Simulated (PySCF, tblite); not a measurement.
**GeH₅O₃P, a small molecule taken as a stand-in for a surface group (oxygen-backed Ge): NMR shifts, core binding energies and electronic excitations**

Aim: the NMR shifts, core binding energies and electronic excitations of `[OH][Ge]([OH])([OH])[PH2]`.

Computed with tblite 0.8.0 and PySCF 2.14.0; each step states its level. No surroundings beyond the atoms listed, unless a continuum is named. Atoms count from 0, parts from 1.

## 1. Starting point

10 atoms, charge 0, multiplicity 1; geometry: distance geometry start.

## 2. Relaxing the cluster with GFN2-xTB

What the job is given:

```
{"job": {"kind": "relax", "xc": "GFN2-xTB", "basis": "xTB"}, "charge": 0, "multiplicity": 1}
O      1.111857    -0.499793     0.382339
Ge    -0.472070     0.306878    -0.185637
O     -1.852422    -0.188519     0.965030
O     -0.300320     2.146318    -0.191859
P     -0.952350    -0.401451    -2.274558
H      1.293702    -1.453408     0.402759
H     -1.738715    -0.488258     1.871510
H     -1.033797     2.793932    -0.108036
H     -0.318603    -1.564065    -2.697459
H     -1.132353     0.560926    -3.204067
```

Method: GFN2-xTB geometry optimisation, gas phase.

The run is started by

```console
$ OMP_NUM_THREADS=1 python cluster_run.py task.json out
```

This one command runs all jobs of the session in turn.

What it wrote:

```text
step      E/eV     max force
  0    -522.79305    2.653
  1    -522.99801    2.624
  2    -523.58710    1.915
  3    -523.83291    2.137
  4    -523.95423    1.849
  5    -524.29594    0.852
  6    -524.32162    0.581
  7    -524.34620    0.493
  8    -524.36565    0.471
  9    -524.38113    0.539
 10    -524.39840    0.456
 11    -524.40913    0.229
 12    -524.41367    0.188
 13    -524.41603    0.176
 14    -524.41933    0.163
 15    -524.42299    0.168
 16    -524.42594    0.138
 17    -524.42810    0.121
 18    -524.43037    0.135
 19    -524.43359    0.194
 20    -524.43760    0.204
 21    -524.44110    0.144
 22    -524.44350    0.149
 23    -524.44548    0.177
 24    -524.44790    0.149
 25    -524.44991    0.156
 26    -524.45111    0.118
 27    -524.45180    0.105
 28    -524.45253    0.100
 29    -524.45358    0.099
 30    -524.45447    0.079
 31    -524.45501    0.060
 32    -524.45530    0.056
 33    -524.45560    0.067
 34    -524.45609    0.063
 35    -524.45677    0.091
 36    -524.45743    0.085
 37    -524.45783    0.047
 38    -524.45799    0.033
 39    -524.45806    0.024
 40    -524.45813    0.024
 41    -524.45822    0.030
 42    -524.45834    0.036
 43    -524.45850    0.042
 44    -524.45866    0.037
 45    -524.45879    0.024
 46    -524.45887    0.022
 47    -524.45893    0.022
 48    -524.45900    0.032
 49    -524.45911    0.038
 50    -524.45926    0.038
 51    -524.45939    0.032
 52    -524.45950    0.028
 53    -524.45959    0.038
 54    -524.45970    0.049
 55    -524.45982    0.046
 56    -524.45992    0.045
 57    -524.45998    0.020
 58    -524.46001    0.017
 59    -524.46003    0.017
 60    -524.46012    0.038
 61    -524.46026    0.062
 62    -524.46053    0.107
 63    -524.46092    0.128
 64    -524.46156    0.201
 65    -524.46126    0.186
 66    -524.46243    0.246
 67    -524.46279    0.096
 68    -524.46341    0.081
 69    -524.45589    0.954
 70    -524.46428    0.054
 71    -524.46497    0.055
 72    -524.44829    1.376
 73    -524.46598    0.051
 74    -524.46662    0.063
 75    -524.46591    0.187
 76    -524.46629    0.093
 77    -524.46604    0.099
 78    -524.46696    0.076
 79    -524.46812    0.077
 80    -524.44241    1.318
 81    -524.46963    0.125
 82    -524.47099    0.109
 83    -524.46270    1.242
 84    -524.47383    0.112
 85    -524.47493    0.199
 86    -524.47280    0.337
 87    -524.47876    0.478
 88    -524.48026    0.269
 89    -524.48471    0.109
 90    -524.47888    1.195
 91    -524.48965    0.170
 92    -524.49246    0.064
 93    -524.49003    0.784
 94    -524.49477    0.116
 95    -524.49571    0.151
 96    -524.49672    0.404
 97    -524.49779    0.162
 98    -524.49849    0.100
 99    -524.50053    0.091
100    -524.50207    0.180
101    -524.50435    0.091
102    -524.50547    0.169
103    -524.50671    0.219
104    -524.50746    0.108
105    -524.50866    0.095
106    -524.51049    0.129
107    -524.51088    0.090
108    -524.51120    0.061
109    -524.51163    0.072
110    -524.51252    0.075
111    -524.51328    0.190
112    -524.51408    0.103
113    -524.51500    0.066
114    -524.51581    0.238
115    -524.51645    0.149
116    -524.51758    0.136
117    -524.49482    1.198
118    -524.52103    0.140
119    -524.52249    0.071
120    -524.47633    1.647
121    -524.52386    0.069
122    -524.52494    0.074
123    -524.47778    1.547
124    -524.52654    0.124
125    -524.52780    0.140
126    -524.47495    1.807
127    -524.52986    0.130
128    -524.53146    0.163
129    -524.49477    1.507
130    -524.53452    0.198
131    -524.53666    0.208
132    -524.51107    1.516
133    -524.54059    0.249
134    -524.54303    0.235
135    -524.52974    1.128
136    -524.54784    0.261
137    -524.55031    0.262
138    -524.55176    0.754
139    -524.55706    0.229
140    -524.55922    0.206
141    -524.56307    0.313
142    -524.56507    0.179
143    -524.56587    0.061
144    -524.56668    0.121
145    -524.56746    0.062
146    -524.56894    0.090
147    -524.56969    0.139
148    -524.57044    0.096
149    -524.57149    0.090
150    -524.57315    0.086
151    -524.57393    0.152
152    -524.57480    0.110
153    -524.57566    0.081
154    -524.57682    0.092
155    -524.57738    0.070
156    -524.57832    0.082
157    -524.57960    0.108
158    -524.58045    0.229
159    -524.58241    0.110
160    -524.58354    0.104
161    -524.58513    0.123
162    -524.58585    0.123
163    -524.58696    0.139
164    -524.58744    0.087
165    -524.58797    0.064
166    -524.58852    0.126
167    -524.58906    0.138
168    -524.59058    0.130
169    -524.59282    0.113
170    -524.59132    0.336
171    -524.59100    0.610
172    -524.59463    0.211
173    -524.59568    0.070
174    -524.59601    0.060
175    -524.59683    0.089
176    -524.59727    0.074
177    -524.59746    0.097
178    -524.59768    0.067
179    -524.59786    0.045
180    -524.59802    0.044
181    -524.59836    0.069
182    -524.59862    0.084
183    -524.59897    0.075
184    -524.59925    0.051
185    -524.59960    0.066
186    -524.60016    0.085
187    -524.60117    0.145
188    -524.60248    0.290
189    -524.59757    0.433
190    -524.60558    0.127
191    -524.60689    0.193
192    -524.60908    0.290
193    -524.60970    0.081
194    -524.61075    0.076
195    -524.61128    0.287
196    -524.61197    0.091
197    -524.61241    0.060
198    -524.61302    0.163
199    -524.61332    0.047
200    -524.61359    0.042
201    -524.61359    0.042
202    -524.61388    0.246
203    -524.61328    0.154
204    -524.61189    0.386
205    -524.61094    0.358
206    -524.61314    0.182
207    -524.61315    0.359
208    -524.61448    0.048
209    -524.61475    0.060
210    -524.61199    0.492
211    -524.61501    0.035
212    -524.61520    0.065
213    -524.61434    0.345
214    -524.61566    0.057
215    -524.61592    0.069
216    -524.61598    0.298
217    -524.61664    0.096
218    -524.61710    0.086
219    -524.61773    0.157
220    -524.61846    0.105
221    -524.61960    0.072
222    -524.61954    0.226
223    -524.62046    0.109
224    -524.62013    0.119
225    -524.62079    0.168
226    -524.61833    0.287
227    -524.62093    0.091
228    -524.61957    0.282
229    -524.62121    0.052
230    -524.62105    0.118
231    -524.62137    0.015
232    -524.62140    0.049
233    -524.62151    0.030
234    -524.62160    0.034
235    -524.62165    0.032
236    -524.62168    0.020
237    -524.62172    0.010
238    -524.62174    0.009
239    -524.62175    0.007
```

Wall time 2.3 s (1 thread of Arm Neoverse V1, shared host).

Step by step: (the energy doesn't fall at every step)

```tsv
step	energy from step 0 (eV)	largest force (eV/Å)
0	0.0000	2.6532
10	-1.6054	0.4561
20	-1.6445	0.2042
30	-1.6614	0.0794
40	-1.6651	0.0236
50	-1.6662	0.0378
60	-1.6671	0.0380
70	-1.6712	0.0534
80	-1.6494	1.3181
90	-1.6858	1.1950
100	-1.7090	0.1798
110	-1.7195	0.0751
120	-1.6833	1.6473
130	-1.7415	0.1982
140	-1.7662	0.2059
150	-1.7801	0.0855
160	-1.7905	0.1041
170	-1.7983	0.3359
180	-1.8050	0.0447
190	-1.8125	0.1270
200	-1.8205	0.0423
210	-1.8189	0.4917
220	-1.8254	0.1047
230	-1.8280	0.1177
239	-1.8287	0.0068
```

Distances of close pairs at the start and the end, largest changes first:

```tsv
bond	before (Å)	after (Å)	change (Å)
O0–Ge1	1.866	1.751	-0.115
Ge1–O2	1.864	1.771	-0.093
Ge1–O3	1.847	1.764	-0.083
Ge1–P4	2.257	2.315	+0.058
P4–H9	1.350	1.390	+0.040
O3–H7	0.982	0.956	-0.026
O0–H5	0.971	0.955	-0.016
O2–H6	0.961	0.954	-0.008
```

## 3. Geometry optimisation at PBE0-D3(BJ)/def2-SVP

What the job is given:

```
{"job": {"xc": "PBE0", "basis": "def2-SVP", "d3": "d3bj", "grid": 2, "kind": "geom", "shake": 0.01}, "charge": 0, "multiplicity": 1}
O      1.704128    -0.778146     0.490457
Ge     0.085698    -0.086919     0.196870
O     -0.808729    -0.569366     1.648684
O      0.325666     1.672184     0.219517
P     -0.908609    -0.747646    -1.794585
H      1.680444    -1.522403     1.042363
H     -1.643068    -0.184969     1.783131
H      1.032483     1.971514     0.766672
H      0.167748    -0.242449    -2.490950
H     -1.594210     0.462617    -1.860685
```

What it wrote:

```text
step   0  E = -2645.94298923  max force = 0.036720
step   1  E = -2645.94858013  max force = 0.010247
step   2  E = -2645.94903661  max force = 0.001270
step   3  E = -2645.94910117  max force = 0.000848
step   4  E = -2645.94914562  max force = 0.000467
step   5  E = -2645.94915912  max force = 0.000483
step   6  E = -2645.94917899  max force = 0.000497
step   7  E = -2645.94919296  max force = 0.000535
step   8  E = -2645.94921097  max force = 0.000418
step   9  E = -2645.94922713  max force = 0.000436
step  10  E = -2645.94924021  max force = 0.000349
optimisation converged
```

Wall time 79 s (1 thread of Arm Neoverse V1, shared host); peak memory 0.61 GiB.

Along the way:

```tsv
step	energy from step 0 (eV)	largest force component (eV/Å)
0	0.0000	1.8882
1	-0.1521	0.5269
2	-0.1646	0.0653
3	-0.1663	0.0436
4	-0.1675	0.0240
5	-0.1679	0.0248
6	-0.1684	0.0256
7	-0.1688	0.0275
8	-0.1693	0.0215
9	-0.1697	0.0224
10	-0.1701	0.0179
```

Distances of close pairs at the start and the end, largest changes first:

```tsv
bond	before (Å)	after (Å)	change (Å)
P4–H8	1.378	1.428	+0.050
O0–H5	0.927	0.965	+0.038
P4–H9	1.393	1.430	+0.038
O2–H6	0.928	0.963	+0.035
O3–H7	0.943	0.965	+0.022
O0–Ge1	1.784	1.766	-0.018
Ge1–P4	2.322	2.304	-0.018
Ge1–O3	1.776	1.769	-0.006
```

The final coordinates are the input of the step that follows.

```tsv
at the end point	value
point group (found at 0.08 Å tolerance)	C1
rotational constants (GHz, main isotopes)	3.475, 1.954, 1.900
dipole moment (D)	1.46
```

## 4. Nuclear shieldings: PBE0/pcSseg-2

What the job is given:

```
{"job": {"kind": "nmr", "xc": "PBE0", "basis": "pcSseg-2"}, "charge": 0, "multiplicity": 1}
O      1.665900    -1.016590     0.335956
Ge     0.157742    -0.114519     0.163905
O     -0.724005    -0.577741     1.633167
O      0.529123     1.615132     0.169560
P     -0.960979    -0.611552    -1.787483
H      1.617487    -1.612758     1.092944
H     -1.545724    -0.093717     1.766406
H      1.230587     1.825797     0.797748
H      0.030107     0.071277    -2.556774
H     -1.770359     0.560953    -1.663896
```

Method: GIAO PBE0/pcSseg-2 NMR shielding, non-relativistic, gas phase.

What it wrote:

```text
coarse grid: 41728 points
cycle   1  E = -2646.3513060606  dE = -1.676e-01  |g| = 1.609e+00  |ddm| = 2.327e+00
cycle   2  E = -2645.7991124115  dE =  5.522e-01  |g| = 2.432e+00  |ddm| = 1.639e+00
cycle   3  E = -2646.6563230918  dE = -8.572e-01  |g| = 1.802e-01  |ddm| = 1.162e+00
cycle   4  E = -2646.6619761917  dE = -5.653e-03  |g| = 8.598e-02  |ddm| = 1.493e-01
cycle   5  E = -2646.6628483161  dE = -8.721e-04  |g| = 1.412e-02  |ddm| = 4.409e-02
cycle   6  E = -2646.6628714187  dE = -2.310e-05  |g| = 5.648e-03  |ddm| = 1.067e-02
cycle   7  E = -2646.6628767801  dE = -5.361e-06  |g| = 2.005e-03  |ddm| = 3.867e-03
final grid: 85448 points
cycle   8  E = -2646.6629085295  dE =  1.261e-06  |g| = 3.439e-03  |ddm| = 3.107e-03
cycle   9  E = -2646.6629039296  dE =  4.600e-06  |g| = 6.153e-03  |ddm| = 4.483e-03
cycle  10  E = -2646.6629106172  dE = -6.688e-06  |g| = 2.044e-04  |ddm| = 2.841e-03
cycle  11  E = -2646.6629106235  dE = -6.342e-09  |g| = 3.600e-05  |ddm| = 1.247e-04
cycle  12  E = -2646.6629106237  dE = -1.960e-10  |g| = 7.697e-06  |ddm| = 2.517e-05
converged SCF energy = -2646.6629106237

GIAO shielding tensors (ppm)
atom      isotropic    diamagn.    paramagn.     s11        s22        s33       span
  0 O      272.873     384.366    -111.493    240.598    259.047    318.972     78.374
  1 Ge    1269.679    2758.711   -1489.033   1202.581   1268.103   1338.352    135.771
  2 O      254.587     385.492    -130.905    217.172    244.985    301.604     84.431
  3 O      247.096     384.844    -137.748    206.899    222.286    312.103    105.204
  4 P      590.476     965.192    -374.716    555.345    601.794    614.290     58.945
  5 H       29.900      31.479      -1.580     21.065     24.910     43.724     22.658
  6 H       29.967      32.314      -2.347     21.743     24.778     43.379     21.636
  7 H       29.740      31.854      -2.114     21.402     23.837     43.981     22.579
  8 H       29.202      28.607       0.595     23.782     26.944     36.879     13.097
  9 H       29.387      29.114       0.273     24.088     27.212     36.860     12.772
```

Wall time 46 s (1 thread of Arm Neoverse V1, shared host); peak memory 1.1 GiB.

The references, computed at this level on geometries of the same kind, shield at (ppm): ¹H TMS 31.25, ¹⁷O H2O 328.2, ³¹P H3PO4 296.6, ⁷³Ge GeMe4 1337. Their shielding less the atom's gives the shift. The references are single molecules in the gas phase, so shifts against H2O, NH3, PH3, H3PO4 or CFCl3 are not on the usual liquid scales and can be off by tens of ppm.

```tsv
atoms	environment	σ (ppm)	δ (ppm)
H8	hydrogen on a phosphorus bonded to Ge	29.20	2.04
H9	hydrogen on a phosphorus bonded to Ge	29.39	1.86
H7	hydrogen on an oxygen bonded to Ge	29.74	1.51
H5	hydrogen on an oxygen bonded to Ge	29.90	1.35
H6	hydrogen on an oxygen bonded to Ge	29.97	1.28
O3	oxygen bonded to Ge, H	247.1	81.1
O2	oxygen bonded to Ge, H	254.6	73.6
O0	oxygen bonded to Ge, H	272.9	55.3
Ge1	germanium bonded to 3 O, P	1270	68
P4	phosphorus bonded to Ge, 2 H	590.5	-293.9
```

Charges from the same density, by scheme (e):

```tsv
atoms	Mulliken	IAO	Hirshfeld	ESP fit
O0	-0.51	-0.78	-0.34	-0.69
Ge1	0.77	1.32	0.52	0.97
O2	-0.50	-0.79	-0.34	-0.75
O3	-0.49	-0.78	-0.34	-0.79
P4	0.10	-0.09	0.01	-0.29
```

Mayer bond orders: O0–Ge1 1.01, Ge1–O2 0.98, Ge1–O3 1.01, Ge1–P4 1.05.

The fields below are evaluated on a grid from the run's orbitals.

Frontier orbitals at PBE0/pcSseg-2, with the share of their density that lies nearest to each atom:

```tsv
orbital	energy (eV)	lies on
HOMO	-8.02	P4 56 %; Ge1 10 %; H8, H9 about 7 % each
LUMO	-0.46	P4 16 %; H6 15 %; Ge1 13 %
```

ELF in a plane through or near 4 of the atoms.

Ten even steps from '0' (0.00) to '9' (1.00):
```
0000000000000000000000000000
0000000000000000000000000000
0000000000000000000000000000
0000000000000000000000000000
0000000023432000000121000000
0000000247764100014888500000
0000001468876100038999950000
0000001368875111248999951000
0000000246742113557999730000
0000000001126362664454210000
0000000001115652765787520000
0000001467863113447999952000
0000003678876311137999961000
0000002567776310014999830000
0000000125899510000232100000
0000000002698410000000000000
0000000000011000000000000000
0000000000000000000000000000
0000000000000000000000000000
0000000000000000000000000000
```
The map spans 9.9 Å across and 9.6 Å up, centred on the molecule. Atoms in the plane (x, y in Å): Ge1 (-0.2, 0.1), H6 (-0.9, -2.2), H8 (2.3, 1.2), H9 (2.3, -0.9).

On the surface of density 0.002 e/bohr³ the electrostatic potential runs, from the 1st to the 99th percentile, from -1.35 V near O0 to 2.37 V near H6.

(Part 1 of 2 ends here.)
